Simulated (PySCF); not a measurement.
# [HfI2]2+: other functionals and bases at one geometry

The task here is to estimate one member of a computed series from the others.

Method: several levels, as the steps say, no spin–orbit coupling; program: PySCF 2.14.0.

1 further run of the same task is left out (for a known fault of the program).

### Where the work starts

3 atoms, charge 2, spin multiplicity 1.

Bond lengths: Hf1–I2 2.555 Å, Hf1–I3 2.555 Å. Angles: I2–Hf1–I3 105.7°.

Geometry (Å):

```xyz
3
charge 2, multiplicity 1
Hf    0.0000    0.0000   -0.9386
I     2.0372    0.0000    0.6040
I    -2.0372    0.0000    0.6040
```

Formal oxidation states: Hf +4. An earlier session relaxed this geometry at PBE0, Hf def2-SVP with ECP60, I def2-SVP with ECP28 (singlet, point group C2v).

At PBE0 on the finer grid: E = -642.751956 Eh, HOMO -17.58 eV, LUMO -14.11 eV, Mulliken charge on Hf1 +1.27 e, largest force component 0.039 eV/Å. 

Levels to run: BP86; HF; PBE0, TZVP. Hardware: 2 threads of Intel Xeon at 2.50GHz (Skylake/Cascade Lake), shared host.

Set-up of the first run:

run.py (the lines that set the calculation) reads:

```python
mol = gto.M(atom='''
Hf     0.00000     0.00000    -0.93859
I      2.03716     0.00000     0.60402
I     -2.03716     0.00000     0.60402''',
    basis={'Hf': 'def2-SVP', 'I': 'def2-SVP'},
    ecp={'Hf': 'def2-SVP', 'I': 'def2-SVP'},
    charge=2, spin=0)
mf = dft.RKS(mol, xc='B88,P86')
mf.grids.atom_grid = (75, 302)
mf = mf.density_fit()  # fitting sets: Hf def2-universal-JKFIT, I def2-universal-JKFIT
mf.conv_tol = 1e-08; mf.max_cycle = 55
mf.kernel(dm0)  # dm0: the density of the relaxed state
```

Launch:

```bash
OMP_NUM_THREADS=2 python run.py
```

Steps of the session up to this table: BP86; HF; PBE0, TZVP.

One table of the session follows, with a row left open; its other results are not shown here.

```
              level  HOMO (eV)  gap (eV)  charge on Hf1 (e)  dipole (D)  largest force component (eV/Å)
PBE0 (relaxed here)     -17.58      3.46               1.27        5.07                            0.04
               BP86          ?         ?                  ?           ?                               ?
                 HF     -19.65      8.41               1.55        6.76                            0.28
         PBE0, TZVP     -17.48      3.54               1.34        4.82                            0.19
```

**Question.** Estimate the row for BP86.

As computed: HOMO (eV): -16.70; gap (eV): 1.78; charge on Hf1 (e): 1.17; dipole (D): 4.47; largest force component (eV/Å): 0.62. In the column «HOMO (eV)» it is the highest.

The dipole of a charged species depends on the origin, so these sizes hold for this origin alone.

In one basis the HOMO–LUMO gap runs from 1.78 eV (BP86) to 8.41 eV (HF). The largest leftover force, 0.62 eV/Å with BP86, stands at a geometry relaxed at another level. Total energies of different levels can't be compared.
